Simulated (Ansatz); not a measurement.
# SiO2: the cost of one run

Computed with Ansatz 0.2.0 (reference: DFT r2SCAN, plane waves, PAW, scalar-relativistic, no spin polarisation, unless a step's input says otherwise).

## Step 1: Starting point

Symmetry: P4_2/mnm, No. 136, tetragonal system. Conventional cell: a = 4.141 Å, b = 4.141 Å, c = 2.642 Å, α = 90.00°, β = 90.00°, γ = 90.00°. Si (site symmetry mmm) is surrounded by 6 O at 1.74 to 1.79 Å. Around O (site symmetry m2m) lie 3 Si at 1.74 to 1.79 Å.

Structure file:

```cif
data_structure
_symmetry_space_group_name_H-M 'P4_2/mnm'
_symmetry_Int_Tables_number 136
_cell_length_a 4.1412
_cell_length_b 4.1412
_cell_length_c 2.6425
_cell_angle_alpha 90.000
_cell_angle_beta 90.000
_cell_angle_gamma 90.000
_cell_volume 45.32
loop_
_atom_site_label
_atom_site_type_symbol
_atom_site_symmetry_multiplicity
_atom_site_Wyckoff_symbol
_atom_site_fract_x
_atom_site_fract_y
_atom_site_fract_z
_atom_site_occupancy
Si1 Si 2 a 0.00000 0.00000 0.00000 1
O1 O 4 f 0.30615 0.30615 0.00000 1
```

## Step 2: Reference

input.yaml reads:

```yaml
crystal:
  lattice:
    - [4.14120332, 0.0, 0.0]
    - [0.0, 4.14120332, 0.0]
    - [0.0, 0.0, 2.64246701]
  atoms:
    - { symbol: Si, position: [0.0, 0.0, 0.0] }
    - { symbol: Si, position: [0.5, 0.5, 0.5] }
    - { symbol: O, position: [0.30615, 0.30615, 0.0] }
    - { symbol: O, position: [0.19385, 0.80615, 0.5] }
    - { symbol: O, position: [0.69385, 0.69385, 0.0] }
    - { symbol: O, position: [0.80615, 0.19385, 0.5] }
  symmetry: { tolerance: 0.0003 }
kpoints:
  mp_grid: { grid: [4, 4, 7], shift: [0, 0, 0] }
magnetization:
  spin_polarized: false
scf:
  occupations: { method: fermi_dirac }
hamiltonian:
  pseudopotentials: { kind: paw }
  xc: r2scan
basis:
  ecutwfc: 500
output:
  forces: true
  stress: true
  eigenvalues: true
relax:
  max_steps: 40
  cell: {}
```

Launch:

```sh
$ ansatz run input.yaml --threads 1 --pin off --max-ram 2560MiB --backend cpu --events-out ev --progress --plain --runs-dir out
```

What time and memory should one allow on 1 thread of an Arm CPU, shared host?

About 23 s, with a peak of 0.41 GiB.
